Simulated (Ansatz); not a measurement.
# C2H8MoN2O: small, medium and large basis sets

An exercise on one series of results from a longer session: the logs are not shown, and one member is left open.

Method: one geometry, several basis sets; program: Ansatz 0.2.0, Gaussian basis.

The runs, in order: PBE0-D4/def2-SVP; ωB97M-V/def2-SVP; PBE0-D4/def2-QZVPP; ωB97M-V/def2-QZVPP; the functionals' def2-TZVPP values are taken from earlier runs.

## The geometry

The geometry comes from an earlier relaxation with PBE0-D4 in a triple-zeta def2 set; it is a stationary point, not always the lowest conformer. Mo takes the def2 core potential; no spin-orbit term is included.

SMILES `C[O][Mo]([CH3])(=[NH])=[NH]`, 14 atoms, charge 0, spin multiplicity 1.

Atoms are counted from 1 here; the program's logs count them from 0.

Bond lengths: C1–O2 1.400 Å, C1–H7 1.094 Å, C1–H8 1.095 Å, C1–H9 1.095 Å, O2–Mo3 1.870 Å, Mo3–C4 2.114 Å, Mo3–N5 1.727 Å, Mo3–N6 1.730 Å, C4–H10 1.094 Å, C4–H11 1.090 Å, C4–H12 1.093 Å, N5–H13 1.009 Å, N6–H14 1.012 Å. Angles: O2–C1–H7 108.9°, O2–C1–H8 110.1°, O2–C1–H9 111.6°, H7–C1–H8 108.4°, H7–C1–H9 108.9°, H8–C1–H9 109.0°, C1–O2–Mo3 136.8°, O2–Mo3–C4 110.1°, O2–Mo3–N5 113.3°, O2–Mo3–N6 112.4°, C4–Mo3–N5 104.1°, C4–Mo3–N6 104.3°, N5–Mo3–N6 111.9°, Mo3–C4–H10 108.5°, Mo3–C4–H11 111.6°, Mo3–C4–H12 108.7°, H10–C4–H11 109.0°, H10–C4–H12 109.9° and more.

Set-up of the first run:

File in.yaml:

```yaml
crystal:
  periodic: [false, false, false]
  atoms:
    - {symbol: C, position_ang: [-2.165539, 1.252231, -0.359516]}
    - {symbol: O, position_ang: [-0.994175, 0.602285, -0.766539]}
    - {symbol: Mo, position_ang: [0.609499, 0.058245, 0.026393]}
    - {symbol: C, position_ang: [0.841823, -2.033457, -0.169005]}
    - {symbol: N, position_ang: [2.009557, 0.710921, -0.744753]}
    - {symbol: N, position_ang: [0.627681, 0.331835, 1.734388]}
    - {symbol: H, position_ang: [-3.022891, 0.771578, -0.840038]}
    - {symbol: H, position_ang: [-2.139574, 2.301845, -0.669557]}
    - {symbol: H, position_ang: [-2.296040, 1.204855, 0.726668]}
    - {symbol: H, position_ang: [0.849543, -2.283317, -1.233569]}
    - {symbol: H, position_ang: [1.772110, -2.378774, 0.283035]}
    - {symbol: H, position_ang: [0.000437, -2.527983, 0.324107]}
    - {symbol: H, position_ang: [2.848576, 1.258244, -0.869055]}
    - {symbol: H, position_ang: [1.059012, 0.731482, 2.557450]}
basis:
  gaussian: {orbitals: def2-SVP}
hamiltonian: {xc: pbe0, dispersion: d4}
output: {orbitals: {seedname: orbitals}}
```

The run is started by

```bash
ansatz run in.yaml --threads 4 --pin off --events-out ev --progress --plain --max-ram 11315MiB
```

Among the steps run: PBE0-D4 in def2-SVP; ωB97M-V in def2-SVP; PBE0-D4 in def2-QZVPP; ωB97M-V in def2-QZVPP.

One of the session's tables, all rows but one given; the rest of the session is left out.

It belongs to the step «Functionals by basis». 

| functional | basis | HOMO (eV) |
| --- | --- | --- |
| PBE0-D4 | def2-SVP | -7.32 |
| PBE0-D4 | def2-TZVPP | -7.39 |
| PBE0-D4 | def2-QZVPP | -7.42 |
| ωB97M-V | def2-SVP | ? |
| ωB97M-V | def2-TZVPP | -9.67 |
| ωB97M-V | def2-QZVPP | -9.70 |

Q: Estimate the row for ωB97M-V, def2-SVP from the others.

As computed: HOMO (eV): -9.58. In the column «HOMO (eV)» it lies between ωB97M-V, def2-TZVPP (-9.67) and PBE0-D4, def2-QZVPP (-7.42).
